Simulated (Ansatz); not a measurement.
# CH9BSiSn: one species, many methods

How much do the methods differ for CH9BSiSn? The plan is to run it at one geometry with functionals of several rungs and with coupled cluster, and see how far each lands from CCSD(T) at the basis-set limit for the atomisation energy.

The runs use Ansatz 0.2.0, Gaussian basis; functionals in def2-TZVPP, the program's frozen cores in correlated methods.

Plan: PBE-D4, r2SCAN-D4, PBE0-D4, B3LYP-D4, ωB97X-V, ωB97M-V, B2PLYP; CCSD(T)/def2-TZVPP; MP2/def2-QZVPP; extrapolation to the limit.

## Step 1: Structure used throughout

An earlier PBE0-D4 in a triple-zeta def2 set relaxation fixed the geometry. Sn takes the def2 core potential; no spin-orbit term is included.

SMILES `C[B]([SiH3])[SnH3]`, 13 atoms, charge 0, spin multiplicity 1.

Atoms are counted from 1 here; the program's logs count them from 0.

Bond lengths: C1–B2 1.551 Å, C1–H5 1.093 Å, C1–H6 1.092 Å, C1–H7 1.107 Å, B2–Si3 2.013 Å, B2–Sn4 2.263 Å, Si3–H8 1.490 Å, Si3–H9 1.492 Å, Si3–H10 1.495 Å, Sn4–H11 1.714 Å, Sn4–H12 1.713 Å, Sn4–H13 1.711 Å. Angles: B2–C1–H5 115.5°, B2–C1–H6 116.4°, B2–C1–H7 102.1°, H5–C1–H6 110.2°, H5–C1–H7 105.3°, H6–C1–H7 105.8°, C1–B2–Si3 122.3°, C1–B2–Sn4 120.0°, Si3–B2–Sn4 117.6°, B2–Si3–H8 112.6°, B2–Si3–H9 114.4°, B2–Si3–H10 105.8°, H8–Si3–H9 108.6°, H8–Si3–H10 107.4°, H9–Si3–H10 107.8°, B2–Sn4–H11 112.7°, B2–Sn4–H12 110.0°, B2–Sn4–H13 112.7° and more.

As a file:

```xyz
13
charge 0, multiplicity 1
C    -0.78737    1.46105   -0.71308
B    -0.04574    0.26435   -0.06174
Si    1.15565    0.48401    1.53902
Sn   -0.35182   -1.82887   -0.86525
H    -0.33837    2.44270   -0.54036
H    -1.05979    1.34992   -1.76454
H    -1.74280    1.47378   -0.15453
H     1.01928   -0.63370    2.51410
H     0.98088    1.77396    2.26725
H     2.55207    0.44438    1.00791
H    -0.91015   -1.83934   -2.48572
H    -1.52375   -2.65206    0.07531
H     1.07232   -2.77478   -0.80359
```

## Step 2: PBE-D4 (GGA)

in.yaml

```yaml
crystal:
  periodic: [false, false, false]
  atoms:
    - {symbol: C, position_ang: [-0.787367, 1.461046, -0.713084]}
    - {symbol: B, position_ang: [-0.045738, 0.264352, -0.061738]}
    - {symbol: Si, position_ang: [1.155651, 0.484015, 1.539019]}
    - {symbol: Sn, position_ang: [-0.351825, -1.828866, -0.865249]}
    - {symbol: H, position_ang: [-0.338368, 2.442700, -0.540359]}
    - {symbol: H, position_ang: [-1.059794, 1.349921, -1.764540]}
    - {symbol: H, position_ang: [-1.742803, 1.473782, -0.154528]}
    - {symbol: H, position_ang: [1.019282, -0.633705, 2.514105]}
    - {symbol: H, position_ang: [0.980876, 1.773959, 2.267254]}
    - {symbol: H, position_ang: [2.552073, 0.444378, 1.007914]}
    - {symbol: H, position_ang: [-0.910153, -1.839344, -2.485722]}
    - {symbol: H, position_ang: [-1.523752, -2.652058, 0.075313]}
    - {symbol: H, position_ang: [1.072319, -2.774780, -0.803587]}
basis:
  gaussian: {orbitals: def2-TZVPP}
hamiltonian: {xc: pbe, dispersion: d4}
output: {forces: true, orbitals: {seedname: orbitals}}
```

The run is started by

```bash
> ansatz run in.yaml --threads 4 --pin off --events-out ev --progress --plain --max-ram 10444MiB
```

After this run come: r2SCAN-D4 (meta-GGA); PBE0-D4 (hybrid); B3LYP-D4 (hybrid); ωB97X-V (range-separated); ωB97M-V (range-separated); B2PLYP (double hybrid); CCSD(T) in def2-TZVPP; MP2 in def2-QZVPP.

Before running them: what should the planned runs give, taken together? Wanted: atomisation energy, CCSD(T)/CBS; farthest; mean size of error, hybrid; mean size of error, range-separated; gap, smallest and largest; T1 diagnostic; triples share of the correlation energy.

The runs gave:

| quantity | value |
| --- | --- |
| atomisation energy, CCSD(T)/CBS | 40.982 eV |
| functionals within 0.410 eV (1.0 %) | PBE-D4, r2SCAN-D4, PBE0-D4, B3LYP-D4, ωB97X-V, ωB97M-V |
| farthest | B2PLYP (-0.657 eV) |
| mean size of error, hybrid | 0.136 eV |
| mean size of error, range-separated | 0.137 eV |
| gap, smallest and largest | 2.89 eV (PBE-D4), 9.24 eV (ωB97X-V) |
| T1 diagnostic | 0.0136 |
| triples share of the correlation energy | 3.2 % |

What this shows: PBE-D4 misses by -0.100 eV. Double hybrids carry the basis error of their MP2 part in triple zeta, and no dispersion term here, so their miss is partly the set-up's. Misses under about 0.410 eV are within the doubt on the reference itself, which lacks core-valence correlation, spin-orbit coupling and higher excitations, and its outer-core shells are covered unevenly. All levels share the lack of spin-orbit coupling, which lowers the free heavy atoms and so the true binding. Hartree-Fock recovers 76 % of the binding; the rest is correlation. The gap grows from 2.9 to 9.2 eV across the functionals, mostly with the share of exact exchange. Correlated methods include outer-core shells of Sn, which these sets cover unevenly.
